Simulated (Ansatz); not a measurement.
**C₄H₁₁BO₂: small, medium and large basis sets**

How large a basis does C₄H₁₁BO₂ need? Two functionals are run in growing sets.

Computed with Ansatz 0.2.0, Gaussian basis. Level: one geometry, several basis sets.

Levels to be run: PBE0-D4/def2-SVP; ωB97M-V/def2-SVP; PBE0-D4/def2-QZVPP; ωB97M-V/def2-QZVPP; the functionals' def2-TZVPP values are taken from earlier runs.

1 further run of the same task is left out (it didn't finish).

### 1 The relaxed structure

All runs share one geometry, relaxed beforehand with PBE0-D4 in a triple-zeta def2 set.

SMILES `COB(O)C(C)C`, 18 atoms, charge 0, spin multiplicity 1.

Atoms are counted from 1 here; the program's logs count them from 0.

Bond lengths: C1–O2 1.406 Å, C1–H8 1.091 Å, C1–H9 1.093 Å, C1–H10 1.094 Å, O2–B3 1.367 Å, B3–O4 1.365 Å, B3–C5 1.580 Å, O4–H11 0.962 Å, C5–C6 1.525 Å, C5–C7 1.534 Å, C5–H12 1.099 Å, C6–H13 1.092 Å, C6–H14 1.094 Å, C6–H15 1.093 Å, C7–H16 1.094 Å, C7–H17 1.093 Å, C7–H18 1.094 Å. Angles: O2–C1–H8 108.3°, O2–C1–H9 112.3°, O2–C1–H10 110.3°, H8–C1–H9 108.6°, H8–C1–H10 108.4°, H9–C1–H10 108.7°, C1–O2–B3 124.4°, O2–B3–O4 115.9°, O2–B3–C5 125.0°, O4–B3–C5 119.0°, B3–O4–H11 111.4°, B3–C5–C6 112.7°, B3–C5–C7 109.6°, B3–C5–H12 108.4°, C6–C5–C7 110.6°, C6–C5–H12 108.0°, C7–C5–H12 107.3°, C5–C6–H13 111.8° and more.

### 2 PBE0-D4 in def2-SVP

in.yaml reads:

```yaml
crystal:
  periodic: [false, false, false]
  atoms:
    - {symbol: C, position_ang: [1.442910, -1.721204, -1.036161]}
    - {symbol: O, position_ang: [0.049645, -1.568981, -1.146655]}
    - {symbol: B, position_ang: [-0.654934, -0.511413, -0.641756]}
    - {symbol: O, position_ang: [-2.006615, -0.553634, -0.825764]}
    - {symbol: C, position_ang: [-0.025991, 0.702757, 0.150354]}
    - {symbol: C, position_ang: [-0.941509, 1.921557, 0.182600]}
    - {symbol: C, position_ang: [0.331933, 0.259287, 1.574085]}
    - {symbol: H, position_ang: [1.807764, -2.209725, -1.941456]}
    - {symbol: H, position_ang: [1.957346, -0.763174, -0.924348]}
    - {symbol: H, position_ang: [1.689057, -2.354022, -0.178467]}
    - {symbol: H, position_ang: [-2.272780, -1.353660, -1.288717]}
    - {symbol: H, position_ang: [0.909424, 0.994364, -0.346514]}
    - {symbol: H, position_ang: [-1.176196, 2.278574, -0.822682]}
    - {symbol: H, position_ang: [-0.477794, 2.745443, 0.733959]}
    - {symbol: H, position_ang: [-1.890026, 1.683374, 0.669583]}
    - {symbol: H, position_ang: [0.795127, 1.078535, 2.132204]}
    - {symbol: H, position_ang: [1.027392, -0.584000, 1.587241]}
    - {symbol: H, position_ang: [-0.564740, -0.044066, 2.122497]}
basis:
  gaussian: {orbitals: def2-SVP}
hamiltonian: {xc: pbe0, dispersion: d4}
output: {orbitals: {seedname: orbitals}}
```

The runs that follow: ωB97M-V in def2-SVP; PBE0-D4 in def2-QZVPP; ωB97M-V in def2-QZVPP.

Before running them: what should the planned runs give, taken together? Wanted: PBE0-D4: double and triple zeta above quadruple; ωB97M-V: double and triple zeta above quadruple.

The runs gave:

| quantity | value |
| --- | --- |
| PBE0-D4: double and triple zeta above quadruple | 10.76, 0.52 eV |
| ωB97M-V: double and triple zeta above quadruple | 11.18, 0.50 eV |

**Reading.** For PBE0-D4 the step from double to triple zeta gains 10.24 eV and the next only 0.52 eV. Total energies overstate the basis error of differences, where much of it tends to cancel. The LUMO of ωB97M-V is positive and keeps falling with the basis (3.24 to 1.50 eV): an unbound level that the basis holds in place.
